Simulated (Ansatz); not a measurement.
**SiH3O4 radical: small, medium and large basis sets**

How large a basis does SiH3O4 radical need? Two functionals are run in growing sets.

Computed with Ansatz 0.2.0, Gaussian basis. Level: one geometry, several basis sets.

Levels to be run: PBE0-D4/def2-SVP; ωB97M-V/def2-SVP; PBE0-D4/def2-QZVPP; ωB97M-V/def2-QZVPP; the functionals' def2-TZVPP values are taken from earlier runs.

**1. Structure used throughout**

An earlier PBE0-D4 in a triple-zeta def2 set relaxation fixed the geometry.

SMILES `[O][Si](O)(O)O`, 8 atoms, charge 0, spin multiplicity 2.

Atoms are counted from 1 here; the program's logs count them from 0.

Bond lengths: O1–Si2 1.656 Å, Si2–O3 1.631 Å, Si2–O4 1.622 Å, Si2–O5 1.624 Å, O3–H6 0.959 Å, O4–H7 0.959 Å, O5–H8 0.958 Å. Angles: O1–Si2–O3 102.2°, O1–Si2–O4 107.0°, O1–Si2–O5 116.5°, O3–Si2–O4 116.6°, O3–Si2–O5 108.2°, O4–Si2–O5 106.6°, Si2–O3–H6 117.6°, Si2–O4–H7 116.9°, Si2–O5–H8 118.2°.

**2. PBE0-D4 in def2-SVP**

The input, in.yaml:

```yaml
crystal:
  periodic: [false, false, false]
  atoms:
    - {symbol: O, position_ang: [-1.417605, 0.247787, 1.193032]}
    - {symbol: Si, position_ang: [-0.195771, 0.058690, 0.091018]}
    - {symbol: O, position_ang: [1.117121, -0.067327, 1.049779]}
    - {symbol: O, position_ang: [-0.249880, 1.339090, -0.902694]}
    - {symbol: O, position_ang: [-0.266319, -1.263511, -0.849683]}
    - {symbol: H, position_ang: [1.271433, 0.632970, 1.686711]}
    - {symbol: H, position_ang: [-0.093953, 1.173100, -1.833844]}
    - {symbol: H, position_ang: [-0.165036, -2.120800, -0.434320]}
basis:
  gaussian: {orbitals: def2-SVP}
magnetization: {spin_polarized: true, initial_magnetization: 1}
hamiltonian: {xc: pbe0, dispersion: d4}
output: {orbitals: {seedname: orbitals}}
```

The runs that follow: ωB97M-V in def2-SVP; PBE0-D4 in def2-QZVPP; ωB97M-V in def2-QZVPP.

Before running them: what should the planned runs give, taken together? Wanted: PBE0-D4: double and triple zeta above quadruple; ωB97M-V: double and triple zeta above quadruple.

The runs gave:

```
                                       quantity           value
PBE0-D4: double and triple zeta above quadruple  14.52, 0.77 eV
ωB97M-V: double and triple zeta above quadruple  14.68, 0.72 eV
```

PBE0-D4 gains 13.75 eV from double to triple zeta, then 0.77 eV more. These are total energies; as a rule much of such shifts cancels in differences, which this series doesn't test.
